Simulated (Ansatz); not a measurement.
# Ba2H6Os: the cost of one run

Program: Ansatz 0.2.0. Level of theory: DFT r2SCAN, scalar-relativistic, plane waves, PAW. These are calculated values, not measurements.

### Step 1. The system as given

Symmetry: P-62m, No. 189, hexagonal system. Conventional cell: a = 6.823 Å, b = 6.823 Å, c = 3.348 Å, α = 90.00°, β = 90.00°, γ = 120.00°. Ba (site symmetry -6) has 9 H at 2.64 to 2.67 Å as nearest neighbours. H (site symmetry m2m) has 4 Ba at 2.67 Å and 1 Os at 2.73 Å as nearest neighbours. H (site symmetry m2m) has 2 Os at 2.35 Å and 2 Ba at 2.64 Å as nearest neighbours. Os (site symmetry -62m) has 9 H at 2.35 to 2.73 Å as nearest neighbours.

Structure file:

```cif
data_structure
_symmetry_space_group_name_H-M 'P 1'
_symmetry_Int_Tables_number 1
_cell_length_a 6.8230
_cell_length_b 6.8230
_cell_length_c 3.3483
_cell_angle_alpha 90.000
_cell_angle_beta 90.000
_cell_angle_gamma 120.000
_cell_volume 134.99
loop_
_atom_site_label
_atom_site_type_symbol
_atom_site_fract_x
_atom_site_fract_y
_atom_site_fract_z
_atom_site_occupancy
Ba1 Ba 0.33333 0.66667 0.50000 1
Ba2 Ba 0.66667 0.33333 0.50000 1
H1 H 0.59960 0.00000 0.00000 1
H2 H 0.40040 0.40040 0.00000 1
H3 H 0.00000 0.59960 0.00000 1
H4 H 0.24180 0.00000 0.50000 1
H5 H 0.75820 0.75820 0.50000 1
H6 H 0.00000 0.24180 0.50000 1
Os1 Os 0.00000 0.00000 0.00000 1
```

(A quick probe on a coarse mesh, which set the mesh and smearing, is not shown.)

### Step 3. Rough relaxation on the coarse mesh

input.yaml

```yaml
crystal:
  lattice:
    - [6.8230392148, 0.0, 0.0]
    - [-3.4115196074, 5.908925291, 0.0]
    - [0.0, 0.0, 3.3482803505]
  atoms:
    - { symbol: Ba, position: [0.3333333333, 0.6666666667, 0.5] }
    - { symbol: Ba, position: [0.6666666667, 0.3333333333, 0.5] }
    - { symbol: H, position: [0.5996, 0.0, 0.0] }
    - { symbol: H, position: [0.4004, 0.4004, 0.0] }
    - { symbol: H, position: [0.0, 0.5996, 0.0] }
    - { symbol: H, position: [0.2418, 0.0, 0.5] }
    - { symbol: H, position: [0.7582, 0.7582, 0.5] }
    - { symbol: H, position: [0.0, 0.2418, 0.5] }
    - { symbol: Os, position: [0.0, 0.0, 0.0] }
basis:
  ecutwfc: 500
kpoints:
  mp_grid: { grid: [3, 3, 6] }
hamiltonian:
  xc: r2scan
scf:
  occupations: { method: gaussian, width: 0.1 }
  lower_state_search: "off"
output:
  forces: true
  stress: true
  eigenvalues: true
relax:
  adjacent_minimum: "off"
  f_tol: 0.04
  max_steps: 70
  cell: { stress_tol: 0.4 }
```

Launch:

```sh
$ ansatz run input.yaml --threads 1 --pin off --max-ram 2560MiB --backend cpu --events-out ev --progress --plain --runs-dir out
```

**Question.** How long does this run take on 1 thread of Arm Neoverse V1, shared host, and how much memory does it need?

About 3.3 min, with a peak of 0.61 GiB.
